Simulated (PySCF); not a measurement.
# C₆H₈SSi: NMR shifts

Aim: predict the NMR shifts of C₆H₈SSi (`[SiH3]Sc1ccccc1`).

Computed with PySCF 2.14.0, with density-fitted response routines of our own, on a single molecule in the gas phase. Atoms count from 0, in the outputs and in this text.

## (1) The molecule as given

16 atoms, charge 0, multiplicity 1; geometry from: GFN2-xTB.

Bonds of the start (Å): Si0–S1 2.14, S1–C2 1.79, C2–C3 1.39, C3–C4 1.38, C4–C5 1.38, C5–C6 1.39, C6–C7 1.38, C7–C2 1.39, Si0–H8 1.46, Si0–H9 1.45, Si0–H10 1.46, C3–H11 1.08, C4–H12 1.08, C5–H13 1.08, C6–H14 1.08, C7–H15 1.08.

## (2) Nuclear shieldings: PBE0/pcSseg-1

What the job is given:

```
{"job": {"kind": "nmr", "xc": "PBE0", "basis": "pcSseg-1"}, "charge": 0, "multiplicity": 1}
Si     2.955768    -0.331181     0.085324
S      1.645223    -0.250344    -1.608869
C      0.101847    -0.038569    -0.736105
C     -0.769641    -1.109891    -0.623749
C     -1.971964    -0.946317     0.041372
C     -2.303394     0.281282     0.589882
C     -1.431855     1.350700     0.467176
C     -0.228572     1.194946    -0.197564
H      2.867431     0.936973     0.800470
H      4.252229    -0.555617    -0.526401
H      2.511640    -1.426462     0.939293
H     -0.503651    -2.060778    -1.060115
H     -2.651784    -1.780705     0.130674
H     -3.242618     0.405830     1.108023
H     -1.689457     2.312206     0.886488
H      0.451198     2.026872    -0.307309
```

With the program's defaults for keys left out, this is: GIAO PBE0/pcSseg-1 NMR shielding, non-relativistic, gas phase.

The log of the run:

```text
coarse grid: 14728 points
cycle   1  E = -920.4668983089  dE =  1.214e+00  |g| = 3.358e-01  |ddm| = 4.001e+00
cycle   2  E = -920.4682862304  dE = -1.388e-03  |g| = 3.453e-01  |ddm| = 9.046e-01
cycle   3  E = -920.4995530333  dE = -3.127e-02  |g| = 4.485e-02  |ddm| = 3.967e-01
cycle   4  E = -920.4997084847  dE = -1.555e-04  |g| = 3.920e-02  |ddm| = 9.450e-02
cycle   5  E = -920.5001396100  dE = -4.311e-04  |g| = 6.264e-03  |ddm| = 5.192e-02
cycle   6  E = -920.5001498194  dE = -1.021e-05  |g| = 2.305e-03  |ddm| = 1.253e-02
cycle   7  E = -920.5001510583  dE = -1.239e-06  |g| = 3.864e-04  |ddm| = 3.233e-03
final grid: 133896 points
cycle   8  E = -920.5486445634  dE = -2.609e-05  |g| = 7.503e-03  |ddm| = 4.672e-02
cycle   9  E = -920.5486372667  dE =  7.297e-06  |g| = 9.120e-03  |ddm| = 2.018e-02
cycle  10  E = -920.5486591246  dE = -2.186e-05  |g| = 6.472e-04  |ddm| = 1.211e-02
cycle  11  E = -920.5486592032  dE = -7.857e-08  |g| = 3.503e-04  |ddm| = 1.227e-03
cycle  12  E = -920.5486592360  dE = -3.284e-08  |g| = 5.685e-05  |ddm| = 4.257e-04
cycle  13  E = -920.5486592369  dE = -8.715e-10  |g| = 2.244e-05  |ddm| = 9.578e-05
converged SCF energy = -920.5486592369

GIAO shielding tensors (ppm)
atom      isotropic    diamagn.    paramagn.     s11        s22        s33       span
  0 Si     394.573     879.309    -484.736    339.164    389.823    454.733    115.569
  1 S      609.614    1057.931    -448.317    403.118    523.431    902.293    499.176
  2 C       46.194     262.936    -216.742    -53.809     38.249    154.144    207.953
  3 C       46.012     250.804    -204.793    -59.717     41.127    156.625    216.342
  4 C       51.832     254.249    -202.417    -58.168     37.953    175.710    233.878
  5 C       53.685     253.819    -200.134    -56.552     37.119    180.487    237.039
  6 C       52.151     254.243    -202.091    -57.862     38.616    175.699    233.561
  7 C       45.264     251.877    -206.613    -61.215     38.380    158.625    219.840
  8 H       27.098      29.517      -2.419     22.740     26.228     32.326      9.586
  9 H       27.039      28.469      -1.430     23.602     24.249     33.266      9.663
 10 H       27.266      29.289      -2.023     23.168     26.230     32.400      9.232
 11 H       23.729      32.380      -8.651     19.692     22.299     29.196      9.504
 12 H       24.098      30.269      -6.172     20.687     24.572     27.033      6.346
 13 H       24.165      29.910      -5.745     20.995     24.791     26.709      5.715
 14 H       24.116      30.668      -6.552     20.694     24.477     27.178      6.484
 15 H       23.772      32.858      -9.086     19.738     22.008     29.571      9.833
```

Wall time 28 s (1 thread, shared host).

Shifts follow as δ = σ(reference) − σ, with reference shieldings (ppm) from runs at the same level and on the same kind of geometry: 1H TMS 31.72, 13C TMS 186.9, 29Si TMS 349.2, 33S CS2 504. The references are single molecules in the gas phase. Atoms listed in one row are averaged.

| atoms | environment | σ (ppm) | δ (ppm) | δ scaled to CDCl3 |
| --- | --- | --- | --- | --- |
| C3, C7 | aromatic CH | 45.6 | 141.3 | 136.0 |
| C2 | aromatic carbon bearing sulfur | 46.2 | 140.7 | 131.0 |
| C4, C6 | aromatic CH | 52.0 | 134.9 | 129.8 |
| C5 | aromatic CH | 53.7 | 133.2 | 128.1 |
| H11, H15 | hydrogen on an aromatic CH | 23.75 | 7.97 | 7.62 |
| H12, H14 | hydrogen on an aromatic CH | 24.11 | 7.61 | 7.28 |
| H13 | hydrogen on an aromatic CH | 24.17 | 7.55 | 7.23 |
| H8, H9, H10 | hydrogen on a silicon bonded to S | 27.13 | 4.58 | – |
| Si0 | silicon bonded to S, 3 H | 394.6 | -45.4 | – |
| S1 | sulfur bonded to C, Si | 610 | -106 | – |

The scaled column applies a straight-line fit of computed shieldings to shifts measured in CDCl3, with any fitted terms for Cl, Br or S neighbours (root-mean-square error 0.16 ppm for H, 1.9 ppm for C).

The run also stored atomic charges by several schemes (e):

| atoms | Mulliken | IAO | Hirshfeld | ESP fit |
| --- | --- | --- | --- | --- |
| Si0 | 0.49 | 0.56 | 0.30 | 0.35 |
| S1 | -0.16 | -0.15 | -0.08 | -0.31 |
| C2 | -0.44 | -0.10 | -0.01 | 0.15 |
| C3, C7 | 0.05 | -0.15 | -0.05 | -0.09 |
| C4, C6 | -0.08 | -0.15 | -0.04 | -0.19 |
| C5 | -0.07 | -0.15 | -0.05 | -0.14 |

Mayer bond orders: Si0–S1 0.93, S1–C2 1.09, C2–C3 1.38, C3–C4 1.44, C4–C5 1.43, C5–C6 1.43, C6–C7 1.44, C7–C2 1.35.

## (3) What came out

| quantity | value |
| --- | --- |
| 13C shifts against TMS (PBE0/pcSseg-1, means over atoms taken as alike) | 141.3, 140.7, 134.9, 133.2 ppm |
| 1H shifts against TMS (PBE0/pcSseg-1, means over atoms taken as alike) | 7.97, 7.61, 7.55, 4.58 ppm |
| 29Si shifts against TMS (PBE0/pcSseg-1) | -45.4 ppm |
| 33S shifts against CS2 (PBE0/pcSseg-1) | -106 ppm |

**Reading.** At PBE0/pcSseg-1: The largest span, 499 ppm, is at S1, where the paramagnetic term is -448 ppm.
